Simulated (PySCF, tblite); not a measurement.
# C₄H₇Si radical: geometry, infrared bands and EPR parameters

Aim: predict the infrared bands and EPR parameters of C₄H₇Si radical (`[SiH3]C1=C[CH]C1`).

Computed with tblite 0.8.0 and PySCF 2.14.0, with density-fitted response routines of our own, on a single molecule in the gas phase. Atoms are numbered from 0 throughout.

## (1) The starting structure

12 atoms, charge 0, multiplicity 2; geometry from: force field or distance geometry start.

Bonds of the start (Å): Si0–C1 1.89, C1–C2 1.36, C2–C3 1.53, C3–C4 1.43, C4–C1 1.51, Si0–H5 1.48, Si0–H6 1.48, Si0–H7 1.48, C2–H8 1.08, C3–H9 1.08, C4–H10 1.10, C4–H11 1.09.

## (2) Optimising the geometry with GFN2-xTB

What the job is given:

```
{"job": {"kind": "relax", "xc": "GFN2-xTB", "basis": "xTB"}, "charge": 0, "multiplicity": 2}
Si     1.956800    -0.163000    -0.231500
C      0.107300    -0.069700     0.151400
C     -0.645100    -0.469000     1.208100
C     -1.882800     0.070700     0.487500
C     -1.072300     0.483300    -0.617000
H      2.481900     1.207500    -0.435200
H      2.686900    -0.807800     0.877700
H      2.170000    -0.935400    -1.470800
H     -0.468600    -0.958000     2.158500
H     -2.930500     0.100000     0.746000
H     -1.320200    -0.023000    -1.565400
H     -1.082100     1.563800    -0.791300
```

Run with:

```bash
OMP_NUM_THREADS=1 python probes_run.py task.json out
```

One launch serves the whole session: the jobs run in the order shown.

**Question.** This job is followed by: GFN2-xTB harmonic vibrations, gas phase; UKS B3LYP, pcH-1 on C H Si, non-relativistic, mean-field spin-orbit, GIAO. Predict these results of the whole session: strongest single infrared mode (GFN2-xTB); zero-point energy (GFN2-xTB); g(iso) (B3LYP); ⟨S²⟩; largest a(iso) (averaged by class); surface potential, 1st and 99th percentile.

As calculated:

```
                                 quantity                  value
strongest single infrared mode (GFN2-xTB)  2206 cm⁻¹, 394 km/mol
             zero-point energy (GFN2-xTB)          53.9 kcal/mol
                           g(iso) (B3LYP)                2.00256
                                     ⟨S²⟩     0.775 (exact 0.75)
       largest a(iso) (averaged by class)    13C on C1, 63.1 MHz
    surface potential, 1st and 99th percentile     -0.40 V and 0.92 V
```

What this shows: The optimisation took 20 steps and gained 0.542 eV; among the close pairs (by a distance rule), C2–C3 changed most, from 1.531 to 1.373 Å. No mode is imaginary among the 30: a minimum at this level. The strongest single mode, at 2206 cm⁻¹, moves mainly H7 and H5. Unscaled tight-binding wavenumbers are off by several per cent, some by more. Its intensities can rank the bands wrongly. The largest spin populations lie on C1 (0.69 e), C3 (0.63 e). The isotropic g lies 0.2 ppt above the free-electron value.
